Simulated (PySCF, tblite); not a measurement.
**C5H7BF2O: geometry, infrared bands and NMR shifts**

Wanted: the infrared bands and NMR shifts of C5H7BF2O (`C[C@@H]1C[C@H](B(F)F)C1=O`), by calculation.

Programs: tblite 0.8.0 and PySCF 2.14.0, with density-fitted response routines of our own. Each step states its level of theory. These are calculated values for one molecule in the gas phase, unless marked as measured. Atoms count from 0, in the outputs and in this text.

## (1) The molecule as given

16 atoms, charge 0, multiplicity 1; geometry from: force field or distance geometry start.

Bonds of the start (Å): C0–C1 1.48, C1–C2 1.52, C2–C3 1.51, C3–B4 1.58, B4–F5 1.45, B4–F6 1.45, C3–C7 1.49, C7–O8 1.21, C7–C1 1.49, C0–H9 1.12, C0–H10 1.10, C0–H11 1.13, C1–H12 1.13, C2–H13 1.11, C2–H14 1.11, C3–H15 1.11.

## (2) Relaxing the molecule with GFN2-xTB

What the job is given:

```
{"job": {"kind": "relax", "xc": "GFN2-xTB", "basis": "xTB"}, "charge": 0, "multiplicity": 1}
C     -1.835700     0.374700    -0.762300
C     -0.914300    -0.415800     0.088800
C     -0.104000     0.346800     1.121800
C      1.081900    -0.437900     0.604000
B      2.294000     0.448300     0.109000
F      3.304900    -0.264800    -0.656800
F      1.970400     1.778100    -0.368100
C      0.320100    -0.913000    -0.588400
O      0.655500    -1.457100    -1.616100
H     -2.285900    -0.343800    -1.493700
H     -1.363000     1.228200    -1.278500
H     -2.700100     0.701800    -0.111900
H     -1.454800    -1.295400     0.539300
H     -0.338400     0.071500     2.175300
H     -0.048300     1.444100     0.942100
H      1.410200    -1.256700     1.284100
```

Launch:

```sh
OMP_NUM_THREADS=1 python probes_run.py task.json out
```

The driver reads the jobs from task.json and runs them one after another.

Standard output:

```text
step      E/eV     max force
  0    -791.04273    3.821
  1    -791.72964    3.620
  2    -791.81559    3.440
  3    -792.08099    0.816
  4    -792.12733    0.768
  5    -792.18799    0.589
  6    -792.20983    0.430
  7    -792.23557    0.417
  8    -792.25221    0.344
  9    -792.26225    0.254
 10    -792.27001    0.270
 11    -792.27907    0.235
 12    -792.28826    0.218
 13    -792.29651    0.230
 14    -792.30454    0.222
 15    -792.31431    0.324
 16    -792.32499    0.355
 17    -792.33304    0.218
 18    -792.33775    0.168
 19    -792.34093    0.155
 20    -792.34343    0.131
 21    -792.34550    0.094
 22    -792.34717    0.092
 23    -792.34837    0.075
 24    -792.34918    0.064
 25    -792.34975    0.049
 26    -792.35020    0.051
 27    -792.35056    0.046
 28    -792.35082    0.041
 29    -792.35101    0.035
 30    -792.35119    0.032
 31    -792.35140    0.042
 32    -792.35162    0.043
 33    -792.35185    0.033
 34    -792.35210    0.036
 35    -792.35240    0.046
 36    -792.35274    0.051
 37    -792.35306    0.043
 38    -792.35328    0.029
 39    -792.35342    0.030
 40    -792.35353    0.028
 41    -792.35364    0.021
 42    -792.35374    0.021
 43    -792.35381    0.020
 44    -792.35388    0.020
 45    -792.35395    0.025
 46    -792.35404    0.029
 47    -792.35419    0.034
 48    -792.35443    0.043
 49    -792.35482    0.053
 50    -792.35534    0.055
 51    -792.35584    0.061
 52    -792.35629    0.051
 53    -792.35668    0.044
 54    -792.35699    0.049
 55    -792.35734    0.050
 56    -792.35774    0.045
 57    -792.35814    0.055
 58    -792.35842    0.057
 59    -792.35861    0.045
 60    -792.35874    0.037
 61    -792.35891    0.028
 62    -792.35907    0.039
 63    -792.35928    0.036
 64    -792.35947    0.034
 65    -792.35964    0.029
 66    -792.35983    0.033
 67    -792.36000    0.038
 68    -792.36014    0.037
 69    -792.36026    0.026
 70    -792.36036    0.019
 71    -792.36043    0.021
 72    -792.36048    0.018
 73    -792.36052    0.015
 74    -792.36056    0.015
 75    -792.36061    0.023
 76    -792.36068    0.029
 77    -792.36077    0.041
 78    -792.36093    0.049
 79    -792.36119    0.047
 80    -792.36149    0.047
 81    -792.36182    0.051
 82    -792.36218    0.066
 83    -792.36259    0.069
 84    -792.36305    0.059
 85    -792.36356    0.065
 86    -792.36404    0.060
 87    -792.36437    0.087
 88    -792.36462    0.038
 89    -792.36482    0.030
 90    -792.36497    0.020
 91    -792.36501    0.016
 92    -792.36503    0.010
 93    -792.36504    0.010
```

It took 0.54 s on 1 thread of Arm Neoverse V1, shared host; peak memory 0.18 GiB.

Relaxation path: (not every step is listed)

```csv
step,energy from step 0 (eV),largest force (eV/Å)
0,0.0000,3.8210
1,-0.6869,3.6196
2,-0.7729,3.4398
3,-1.0383,0.8159
4,-1.0846,0.7685
5,-1.1453,0.5887
6,-1.1671,0.4297
7,-1.1928,0.4173
8,-1.2095,0.3444
16,-1.2823,0.3549
24,-1.3065,0.0640
32,-1.3089,0.0435
40,-1.3108,0.0278
48,-1.3117,0.0430
56,-1.3150,0.0452
64,-1.3167,0.0339
72,-1.3178,0.0180
80,-1.3188,0.0471
88,-1.3219,0.0376
89,-1.3221,0.0298
90,-1.3222,0.0197
91,-1.3223,0.0159
92,-1.3223,0.0105
93,-1.3223,0.0099
```

Close pairs (by a distance rule), those that changed most:

| bond | before (Å) | after (Å) | change (Å) |
| --- | --- | --- | --- |
| B4–F5 | 1.455 | 1.314 | -0.140 |
| B4–F6 | 1.449 | 1.319 | -0.131 |
| C3–C7 | 1.493 | 1.538 | +0.045 |
| C0–H11 | 1.130 | 1.088 | -0.043 |
| C0–C1 | 1.483 | 1.523 | +0.040 |
| C2–C3 | 1.513 | 1.549 | +0.035 |
| C1–H12 | 1.126 | 1.092 | -0.034 |
| C0–H9 | 1.120 | 1.087 | -0.032 |

The final coordinates are the input of the step that follows.

## (3) Harmonic vibrations with GFN2-xTB

What the job is given:

```
{"job": {"kind": "ir", "xc": "GFN2-xTB", "basis": "xTB"}, "charge": 0, "multiplicity": 1}
C     -1.727645     0.462135    -0.810294
C     -1.021214    -0.488431     0.147431
C     -0.112125     0.170434     1.205725
C      1.146413    -0.428654     0.531052
B      2.134044     0.561165    -0.190572
F      3.371758     0.249000    -0.504292
F      1.767434     1.772226    -0.562522
C      0.203432    -1.144400    -0.450450
O      0.390491    -1.928181    -1.329063
H     -2.131613    -0.092716    -1.653673
H     -1.028265     1.205425    -1.186276
H     -2.542004     0.972540    -0.301369
H     -1.736292    -1.212592     0.543518
H     -0.273200    -0.188831     2.218770
H     -0.141398     1.257257     1.199256
H      1.692586    -1.157433     1.131347
```

Standard output:

```text
mode    cm-1     km/mol
  1      37.7      1.03
  2      41.4      0.34
  3     107.8      3.02
  4     167.3      2.62
  5     199.6      1.59
  6     204.8      0.41
  7     338.4      8.30
  8     350.7      1.74
  9     446.5     15.09
 10     454.8     28.82
 11     542.6     19.31
 12     604.3     21.15
 13     678.2      2.83
 14     747.0     15.22
 15     862.1     13.68
 16     905.0      9.98
 17     941.4      4.26
 18     978.0    223.65
 19    1017.4     27.58
 20    1030.0      2.58
 21    1074.0     69.57
 22    1090.4     53.16
 23    1120.3      4.12
 24    1169.8     15.53
 25    1184.6     88.02
 26    1213.5      5.49
 27    1241.9     16.11
 28    1264.4    272.50
 29    1286.6    143.24
 30    1302.9    348.78
 31    1402.5      3.07
 32    1469.8      1.42
 33    1486.1      5.75
 34    1492.8      2.30
 35    1859.7    507.32
 36    2959.3     14.79
 37    2978.8      6.61
 38    3027.9     20.78
 39    3032.6     12.06
 40    3036.3     33.40
 41    3043.4     25.08
 42    3045.9     14.25
```

Wall time 0.47 s (1 thread of Arm Neoverse V1, shared host); peak memory 0.18 GiB.

The strongest bands and the atoms that carry them (share of the mass-weighted mode):

```
cm⁻¹  km/mol                                 atoms
 978   223.7            C7 23 %, C3 22 %, H11 11 %
1074    69.6  C3 25 %, H14 21 %, C7 13 %, H12 12 %
1090    53.2                     C3 24 %, H15 23 %
1185    88.0  H15 35 %, B4 18 %, H13 17 %, C3 10 %
1264   272.5             B4 45 %, C3 12 %, F6 12 %
1287   143.2            C1 25 %, B4 23 %, H12 18 %
1303   348.8             B4 50 %, F5 14 %, C3 13 %
1860   507.3                      C7 64 %, O8 35 %
```

## (4) Shielding tensors: PBE0/pcSseg-1

Settings changed since step 3:

```diff
@@ -1,2 +1,2 @@
-{"job": {"kind": "ir", "xc": "GFN2-xTB", "basis": "xTB"}, "charge": 0, "multiplicity": 1}
+{"job": {"kind": "nmr", "xc": "PBE0", "basis": "pcSseg-1"}, "charge": 0, "multiplicity": 1}
 C     -1.727645     0.462135    -0.810294
```

Method: GIAO PBE0/pcSseg-1 NMR shielding, non-relativistic, gas phase.

Standard output:

```text
coarse grid: 14120 points
cycle   1  E = -493.7913330835  dE =  1.352e+00  |g| = 9.540e-01  |ddm| = 3.656e+00
cycle   2  E = -493.3790230821  dE =  4.123e-01  |g| = 1.790e+00  |ddm| = 2.267e+00
cycle   3  E = -493.9443667823  dE = -5.653e-01  |g| = 2.722e-01  |ddm| = 1.756e+00
cycle   4  E = -493.9589394427  dE = -1.457e-02  |g| = 6.403e-02  |ddm| = 2.347e-01
cycle   5  E = -493.9595555961  dE = -6.162e-04  |g| = 1.925e-02  |ddm| = 5.126e-02
cycle   6  E = -493.9596275374  dE = -7.194e-05  |g| = 5.168e-03  |ddm| = 1.613e-02
cycle   7  E = -493.9596324947  dE = -4.957e-06  |g| = 9.237e-04  |ddm| = 4.144e-03
final grid: 139272 points
cycle   8  E = -494.0330750079  dE = -4.918e-05  |g| = 1.430e-02  |ddm| = 3.149e-02
cycle   9  E = -494.0329607526  dE =  1.143e-04  |g| = 2.838e-02  |ddm| = 3.113e-02
cycle  10  E = -494.0331149504  dE = -1.542e-04  |g| = 2.421e-03  |ddm| = 2.209e-02
cycle  11  E = -494.0331161356  dE = -1.185e-06  |g| = 2.258e-04  |ddm| = 1.760e-03
cycle  12  E = -494.0331161460  dE = -1.041e-08  |g| = 8.593e-05  |ddm| = 3.080e-04
cycle  13  E = -494.0331161474  dE = -1.410e-09  |g| = 3.095e-05  |ddm| = 9.273e-05
cycle  14  E = -494.0331161476  dE = -1.751e-10  |g| = 6.484e-06  |ddm| = 2.478e-05
converged SCF energy = -494.0331161476

GIAO shielding tensors (ppm)
atom      isotropic    diamagn.    paramagn.     s11        s22        s33       span
  0 C      169.049     246.163     -77.114    153.547    168.529    185.070     31.523
  1 C      127.670     256.359    -128.689     90.086    138.040    154.884     64.798
  2 C      167.168     250.377     -83.209    143.947    173.694    183.862     39.915
  3 C      135.884     262.833    -126.949    101.256    138.322    168.073     66.817
  4 B       75.035     192.133    -117.098     57.299     80.619     87.186     29.887
  5 F      237.420     465.123    -227.703     66.743    285.242    360.274    293.531
  6 F      247.445     469.953    -222.507     73.695    292.388    376.253    302.557
  7 C      -24.980     250.644    -275.623   -117.295    -50.267     92.624    209.919
  8 O     -320.522     399.657    -720.179   -837.756   -415.333    291.521   1129.277
  9 H       30.272      29.114       1.158     25.498     27.823     37.495     11.997
 10 H       30.448      30.200       0.248     25.973     30.676     34.695      8.722
 11 H       30.417      28.978       1.439     26.526     27.797     36.929     10.403
 12 H       28.383      31.896      -3.513     25.091     27.820     32.238      7.147
 13 H       29.570      30.959      -1.389     25.986     27.013     35.713      9.727
 14 H       30.044      31.682      -1.638     27.941     28.744     33.447      5.506
 15 H       28.310      31.269      -2.959     24.479     27.954     32.497      8.018
```

Run time: 35 s. Hardware: 1 thread of Arm Neoverse V1, shared host; peak memory 0.83 GiB.

The references, computed at this level on geometries of the same kind, shield at (ppm): 1H TMS 31.72, 13C TMS 186.9, 19F CFCl3 170.9, 17O H2O 336.1, 11B BF3·OEt2 100.1. Their shielding less the atom's gives the shift. The references are single molecules in the gas phase, so shifts against H2O, NH3, PH3, H3PO4 or CFCl3 are not on the usual liquid scales and can be off by tens of ppm. Atoms listed in one row are averaged.

```csv
atoms,environment,σ (ppm),δ (ppm),δ scaled to CDCl3
C7,ketone carbonyl carbon,-25.0,211.9,204.9
C1,sp3 CH α to a carbonyl,127.7,59.3,55.9
C3,"sp3 CH bonded to B, α to a carbonyl",135.9,51.0,47.9
C2,sp3 CH2 in a ring,167.2,19.8,17.4
C0,methyl carbon,169.0,17.9,15.5
H15,"hydrogen on an sp3 CH bonded to B, α to a carbonyl",28.31,3.41,3.32
H12,hydrogen on an sp3 CH α to a carbonyl,28.38,3.33,3.25
H13,hydrogen on an sp3 CH2 in a ring,29.57,2.15,2.13
H14,hydrogen on an sp3 CH2 in a ring,30.04,1.67,1.68
"H9, H10, H11",hydrogen on a methyl carbon,30.38,1.34,1.37
B4,"boron bonded to C, 2 F",75.0,25.0,–
"F5, F6",fluorine bonded to B,242.4,-71.5,–
O8,ketone oxygen,-320.5,656.6,–
```

The scaled column applies a straight-line fit of computed shieldings to shifts measured in CDCl3, and one for carbons that bear F (root-mean-square error 0.16 ppm for H, 1.9 ppm for C).

The run also stored atomic charges by several schemes (e):

```
 atoms  Mulliken    IAO  Hirshfeld  ESP fit
    C0     -0.20  -0.42      -0.11    -0.42
    C1     -0.38  -0.17      -0.03     0.06
    C2     -0.10  -0.26      -0.07    -0.20
    C3     -0.51  -0.38      -0.12    -0.41
    B4      0.82   0.74       0.32     0.78
F5, F6     -0.28  -0.31      -0.13    -0.31
    C7      0.29   0.41       0.17     0.54
    O8     -0.32  -0.38      -0.23    -0.47
```

Mayer bond orders: C0–C1 1.02, C1–C2 1.00, C2–C3 1.01, C3–B4 0.90, B4–F5 1.14, B4–F6 1.11, C3–C7 0.95, C7–O8 2.07, C7–C1 0.94.

Ring of atoms C1, C2, C3, C7: NICS(0) 6.7, NICS(1) -0.8, NICS(1)zz 0.7 ppm (means of both faces).

## (5) What came out

| quantity | value |
| --- | --- |
| strongest single infrared mode (GFN2-xTB) | 1860 cm⁻¹, 507 km/mol |
| zero-point energy (GFN2-xTB) | 73.5 kcal/mol |
| 13C shifts against TMS (PBE0/pcSseg-1) | 211.9, 59.3, 51.0, 19.8, 17.9 ppm |
| 1H shifts against TMS (PBE0/pcSseg-1, means over atoms taken as alike) | 3.41, 3.33, 2.15, 1.67, 1.34 ppm |
| 11B shifts against BF3·OEt2 (PBE0/pcSseg-1) | 25.0 ppm |
| 19F shifts against CFCl3 (PBE0/pcSseg-1, means over atoms taken as alike) | -71.5 ppm |
| 17O shifts against H2O (PBE0/pcSseg-1) | 656.6 ppm |

What this shows: The optimisation took 93 steps and gained 1.322 eV; among the close pairs (by a distance rule), B4–F5 changed most, from 1.455 to 1.314 Å. All 42 modes are real, so the xTB geometry is a minimum. The strongest single mode, at 1860 cm⁻¹, moves mainly C7 and O8. Unscaled tight-binding wavenumbers are off by several per cent, some by more. Its intensities can rank the bands wrongly. C7 (ketone carbonyl carbon) lies farthest downfield among carbon, at 211.9 ppm; the double bond to the heteroatom, with no lone-pair donor beside it, deshields it most. At PBE0/pcSseg-1: The largest span, 1129 ppm, is at O8, where the paramagnetic term is -720 ppm.
